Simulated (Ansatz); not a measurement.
## Molecular dynamics of SrTiO$_{3}$

Input file:

```yaml
accuracy: low
crystal:
  lattice:
    - [5.52233, 0.0, 0.0]
    - [0.0, 5.52233, 0.0]
    - [0.0, 0.0, 7.845264]
  atoms:
    - { symbol: Sr, position: [-0.08878975, 0.49320167, 0.23725955] }
    - { symbol: Sr, position: [0.49339185, 0.02058226, 0.22141421] }
    - { symbol: Ti, position: [0.01269725, -0.03142128, -0.00676452] }
    - { symbol: Ti, position: [0.01137236, 0.00977175, 0.47513074] }
    - { symbol: O, position: [0.75979944, 0.23263183, 0.54640451] }
    - { symbol: O, position: [0.20714413, 0.2544062, -0.0085594] }
    - { symbol: O, position: [0.29023955, 0.18859374, 0.51134532] }
    - { symbol: O, position: [0.69812224, 0.26660235, 0.02092391] }
    - { symbol: O, position: [0.09175325, -0.01993872, 0.76926383] }
    - { symbol: O, position: [-0.00304173, 0.02922675, 0.23269123] }
    - { symbol: Sr, position: [0.50320007, 0.01962635, 0.71037982] }
    - { symbol: Sr, position: [-0.00379692, 0.49961475, 0.76298396] }
    - { symbol: Ti, position: [0.46390963, 0.52011828, 0.52862124] }
    - { symbol: Ti, position: [0.4892333, 0.48876549, 0.02450744] }
    - { symbol: O, position: [0.19096205, 0.72441999, 0.03574832] }
    - { symbol: O, position: [0.692384, 0.83991973, 0.46157736] }
    - { symbol: O, position: [0.7064957, 0.75436805, 0.01118919] }
    - { symbol: O, position: [0.15739295, 0.61265142, 0.51706394] }
    - { symbol: O, position: [0.49540439, 0.49934652, 0.31509824] }
    - { symbol: O, position: [0.40720075, 0.48508812, 0.76165879] }
basis:
  ecutwfc: 500.0
kpoints:
  mp_grid: { grid: [2, 2, 2] }
hamiltonian:
  xc: r2scan
  pseudopotentials: { kind: paw, azcp: { folder: soft_1 } }
scf:
  occupations: { method: fermi_dirac, width: 0.36 }
  lower_state_search: "off"
md:
  timestep: 0.75
  n_steps: 110
  ensemble: npt_langevin
  temperature: 2940.0
  initial_velocities: maxwell_boltzmann
  seed: 490511
  friction: 0.005
  pressure: 0.0
  fix_cell: [shape]
```

Run as:

```bash
$ ansatz run input.yaml --threads 2 --pin off --max-ram 5120MiB --backend cpu --events-out ev --progress --plain --runs-dir out
```

It goes on from the last frame of an earlier run, with new velocities.

Output, in part (step lines):

```
md step     0: t =     0.00 fs  T =  2793.0 K  F+E_penalty+E_count = -31090.46413253 eV  E_kin = 7.220464 eV  conserved = -31084.63139389 eV  P_inst = 17.3658 GPa  V = 239.2502 Å³  selection 1  (14 SCF iters)
md step     1: t =     0.75 fs  T =  2780.1 K  F+E_penalty+E_count = -31090.36047216 eV  E_kin = 7.187226 eV  conserved = -31084.63083177 eV  P_inst = 17.7801 GPa  V = 239.2626 Å³  selection 1  (10 SCF iters)
md step     2: t =     1.50 fs  T =  2777.2 K  F+E_penalty+E_count = -31090.27178560 eV  E_kin = 7.179668 eV  conserved = -31084.63049973 eV  P_inst = 18.1396 GPa  V = 239.3028 Å³  selection 1  (10 SCF iters)
md step     3: t =     2.25 fs  T =  2865.9 K  F+E_penalty+E_count = -31090.20911835 eV  E_kin = 7.408954 eV  conserved = -31084.62987984 eV  P_inst = 18.5060 GPa  V = 239.3776 Å³  selection 1  (10 SCF iters)
md step     4: t =     3.00 fs  T =  2804.5 K  F+E_penalty+E_count = -31090.17561714 eV  E_kin = 7.250228 eV  conserved = -31084.62938184 eV  P_inst = 18.6060 GPa  V = 239.4741 Å³  selection 1  (10 SCF iters)
md step     5: t =     3.75 fs  T =  2713.4 K  F+E_penalty+E_count = -31090.17273159 eV  E_kin = 7.014791 eV  conserved = -31084.62878850 eV  P_inst = 18.5926 GPa  V = 239.5857 Å³  selection 1  (7 SCF iters)
md step     6: t =     4.50 fs  T =  2663.7 K  F+E_penalty+E_count = -31090.21369683 eV  E_kin = 6.886261 eV  conserved = -31084.62858730 eV  P_inst = 18.5170 GPa  V = 239.7260 Å³  selection 1  (6 SCF iters)
md step     7: t =     5.25 fs  T =  2759.4 K  F+E_penalty+E_count = -31090.31585074 eV  E_kin = 7.133720 eV  conserved = -31084.62859726 eV  P_inst = 18.4470 GPa  V = 239.9046 Å³  selection 1  (7 SCF iters)
[... lines left out ...]
```

The steps, from the saved trajectory:

```tsv
time (fs)	T (K)	potential energy less start (eV)	conserved less start (meV/atom)	P (GPa)	volume (Å³)
0	2793	0.000	0.00	17.4	239.3
2.25	2866	0.255	0.08	18.5	239.4
4.5	2664	0.250	0.14	18.5	239.7
6.75	2715	-0.242	0.13	17.5	240.3
9	3019	-1.125	0.04	15.5	241.1
11.25	3497	-2.125	-0.06	13.0	242.1
13.5	3778	-2.844	-0.11	10.5	243.4
15.75	3680	-3.207	-0.06	7.9	245.0
18	3674	-3.280	-0.05	6.2	246.7
20.25	3622	-3.101	-0.02	4.9	248.6
22.5	3440	-2.767	0.04	4.0	250.4
24.75	3362	-2.398	0.06	3.6	252.2
27	3190	-1.997	0.08	3.1	253.9
29.25	3141	-1.579	0.06	2.8	255.9
31.5	3131	-1.148	0.01	2.4	257.9
33.75	2904	-0.668	0.05	2.0	260.0
36	2803	-0.177	0.09	1.9	262.1
38.25	2647	0.214	0.12	1.6	264.3
40.5	2524	0.450	0.13	1.5	266.4
42.75	2643	0.528	0.12	1.5	268.5
45	2699	0.470	0.05	1.2	270.7
47.25	2687	0.391	0.03	1.1	272.8
49.5	2702	0.392	0.02	1.1	275.1
51.75	2670	0.499	0.06	1.0	277.5
54	2823	0.556	0.06	0.5	279.9
56.25	2732	0.520	0.08	-0.9	282.3
58.5	2902	0.318	0.04	-3.0	284.8
60.75	2985	0.068	-0.03	-5.4	287.2
63	3197	-0.012	-0.05	-7.5	289.5
65.25	3113	0.154	-0.01	-9.3	291.6
67.5	3226	0.465	0.03	-10.2	293.4
69.75	3231	0.849	0.07	-10.5	295.0
72	3311	1.199	0.08	-10.1	296.3
74.25	3168	1.447	0.07	-9.5	297.4
76.5	3006	1.651	0.06	-8.6	298.4
78.75	3011	1.771	0.06	-7.4	299.2
81	3190	1.838	0.05	-5.8	299.6
```

All steps were run. The conserved energy stayed within 0.15 meV per atom of its start (net change 0.056 meV per atom), so the integration is sound. A run of 0.083 ps of so small a system gives no equilibrium averages. Limits of this set-up: coarse k mesh, low accuracy level. The cell's volume went from 239 to 300 Å³.

Mean squared displacements from the first frame to the last, about the centre of mass, the cell's change included: Sr 0.36 Å², Ti 0.48 Å², O 0.56 Å².

Last frame:

```xyz
20
Lattice="5.9541 0.0000 0.0000 0.0000 5.9541 0.0000 0.0000 0.0000 8.4586" Properties=species:S:1:pos:R:3
Sr -0.207 3.283 2.296
Sr 2.743 0.161 2.522
Ti -0.322 -0.143 0.036
Ti -0.243 -0.073 4.432
O 4.173 1.185 4.315
O 1.666 1.435 -0.383
O 1.326 1.978 4.107
O 4.577 1.777 -0.289
O 0.193 -0.284 6.032
O -0.242 0.255 1.611
Sr 3.217 0.203 6.690
Sr 0.313 2.642 6.205
Ti 2.535 3.130 3.633
Ti 2.997 2.769 -0.197
O 1.323 4.639 -0.103
O 4.030 4.374 3.514
O 4.365 4.371 -0.048
O 1.316 4.633 4.072
O 3.019 2.780 1.800
O 2.567 3.127 6.368
```

Run time: 34 min on 2 threads of Arm Neoverse V1, with other jobs on the host, peak memory 1.3 GiB.
